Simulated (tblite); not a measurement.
# C2H10GeO2Si2: the cost of one run

Programs: PySCF 2.14.0 with density-fitted response routines of our own, and tblite 0.8.0. All values are computed, except where a source is named. Atoms count from 0 throughout.

### Step 1. The molecule as given

17 atoms, charge 0, multiplicity 1; geometry from: UFF geometry.

Bonds of the start (Å): C0–H7 1.11, C0–H8 1.11, C0–H9 1.10, C0–O1 1.43, C2–O3 1.26, C2–Si4 1.84, Ge6–H14 1.55, Ge6–H15 1.57, Ge6–H16 1.55, O1–C2 1.39, Si4–H10 1.46, Si4–H11 1.47, Si4–Si5 2.24, Si5–Ge6 2.31, Si5–H12 1.46, Si5–H13 1.46.

### Step 2. GFN2-xTB relaxation, conformer 1

The job: settings as JSON, then the geometry in Å.

```
{"job": {"xc": "GFN2-xTB", "basis": "xTB", "kind": "relax"}, "charge": 0, "multiplicity": 1}
C      2.510100     1.258300     0.699900
O      1.435900     0.319900     0.741000
C      1.351300    -0.754800    -0.141900
O      2.204200    -0.916800    -1.055700
Si    -0.101800    -1.885800    -0.032300
Si    -1.877300    -0.873700    -0.946100
Ge    -2.191700     1.162400     0.108500
H      2.502900     1.790200    -0.274100
H      2.366800     2.004800     1.510100
H      3.471400     0.747300     0.852400
H     -0.384100    -2.186900     1.370000
H      0.181500    -3.132600    -0.765600
H     -1.631900    -0.644200    -2.365000
H     -3.060200    -1.716800    -0.773100
H     -0.932600     2.045800    -0.078000
H     -2.428400     0.918600     1.637500
H     -3.422900     1.876400    -0.497500
```

Launch:

```sh
> OMP_NUM_THREADS=1 python ens_run.py task.json out
```

This one command runs the whole study; its stages follow in the order run.

**Question.** How long does this first job take on 1 thread of AMD EPYC 7R43, shared host?

About 3 s.
